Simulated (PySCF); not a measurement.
# KS under other conditions

How does KS answer to another spin, charge, distance or environment?

Method: method and basis as typed in the scripts; program: PySCF 2.14.0.

1 further run of the same task is left out (it didn't finish).

## (1) The system as given

KS: 2 atoms, charge 0, spin multiplicity 2.

Bond lengths: K1–S2 2.861 Å.

## (2) The run that the others are compared with

The input, input.py:

```python
from pyscf import gto, scf
from pyscf.prop.polarizability import uhf as pol

mol = gto.M(
    atom='K 0 0 0; S 0 0 2.861',
    basis='def2-svp',
    charge=0,
    spin=1,
    verbose=3,
)
mf = scf.UHF(mol)
mf.kernel()
print('polarizability (a.u.)')
print(pol.Polarizability(mf).polarizability().round(4))
mf.dip_moment()
print('orbital energies (hartree):', [e[max(0, n-3):n+3].round(4) for e, n in zip(mf.mo_energy, mol.nelec)])
```

On the command line:

```sh
OMP_NUM_THREADS=1 python input.py
```

The log of this run is left out.

Base result: E(SCF) = -996.496084 Eh, ⟨S²⟩ = 0.757, μ = 10.69 D, α(xx, yy, zz) = 29.5, 23.9, 41.5 bohr³.

The bond length is a typed value, not an optimised one.

## (3) Bond 2.661 Å

Edit 1 changes bond length: 2.861 Å → 2.661 Å.

The input, input.py:

```python
from pyscf import gto, scf
from pyscf.prop.polarizability import uhf as pol

mol = gto.M(
    atom='K 0 0 0; S 0 0 2.661',
    basis='def2-svp',
    charge=0,
    spin=1,
    verbose=3,
)
mf = scf.UHF(mol)
mf.kernel()
print('polarizability (a.u.)')
print(pol.Polarizability(mf).polarizability().round(4))
mf.dip_moment()
print('orbital energies (hartree):', [e[max(0, n-3):n+3].round(4) for e, n in zip(mf.mo_energy, mol.nelec)])
```

On the command line:

```sh
OMP_NUM_THREADS=1 python input.py
```

## (4) Electric field -0.01 a.u.

Edit 2 changes electric field: none → -0.01 a.u.

input.py: that of step 2 with these lines changed.

```diff
@@ -11,2 +11,7 @@
 mf = scf.UHF(mol)
+field = -0.01  # electric field along z, atomic units
+h = mf.get_hcore() + field*mol.intor('int1e_r')[2]
+mf.get_hcore = lambda *args: h
+e_nuc = mol.energy_nuc() - field*mol.atom_charges() @ mol.atom_coords()[:, 2]
+mf.energy_nuc = lambda *args: e_nuc
 mf.kernel()
```

## (5) Bond 3.061 Å

Edit 3 changes bond length: 2.861 Å → 3.061 Å.

input.py: that of step 2 with these lines changed.

```diff
@@ -4,3 +4,3 @@
 mol = gto.M(
-    atom='K 0 0 0; S 0 0 2.861',
+    atom='K 0 0 0; S 0 0 3.061',
     basis='def2-svp',
```

## (6) Electric field 0.05 a.u.

Edit 4 changes electric field: none → 0.05 a.u.

input.py: that of step 2 with these lines changed.

```diff
@@ -11,2 +11,7 @@
 mf = scf.UHF(mol)
+field = 0.05  # electric field along z, atomic units
+h = mf.get_hcore() + field*mol.intor('int1e_r')[2]
+mf.get_hcore = lambda *args: h
+e_nuc = mol.energy_nuc() - field*mol.atom_charges() @ mol.atom_coords()[:, 2]
+mf.energy_nuc = lambda *args: e_nuc
 mf.kernel()
```

## (7) Quartet

Edit 5 changes spin (2S): 1 → 3.

input.py: that of step 2 with these lines changed.

```diff
@@ -7,3 +7,3 @@
     charge=0,
-    spin=1,
+    spin=3,
     verbose=3,
```

Before running it: what results should come out? Wanted: for each run, E(SCF); from base; gap, α spin; SCF dipole; after the SCF.

**Answer**, as computed:

```csv
run,E(SCF) (hartree),from base (eV),"gap, α spin (eV)",SCF dipole (D),after the SCF
base,-996.496084,0,6.97,10.69,mean α 31.6 bohr³
bond 2.661 Å,-996.486063,+0.2727,7.24,9.85,mean α 27.2 bohr³
electric field -0.01 a.u.,-996.540012,-1.1953,8.49,11.60,mean α 25.4 bohr³
bond 3.061 Å,-996.494124,+0.0533,6.69,11.50,mean α 33.4 bohr³
electric field 0.05 a.u.,-996.520756,-0.6714,1.72,30.93,mean α 114.8 bohr³
quartet,-996.430588,+1.7822,4.92,3.44,mean α 305.9 bohr³
```

In words: The largest comparable shift of the SCF energy, +1.782 eV, comes with the run “quartet”. The quartet solution found lies 1.78 eV above the base doublet at this geometry and level.
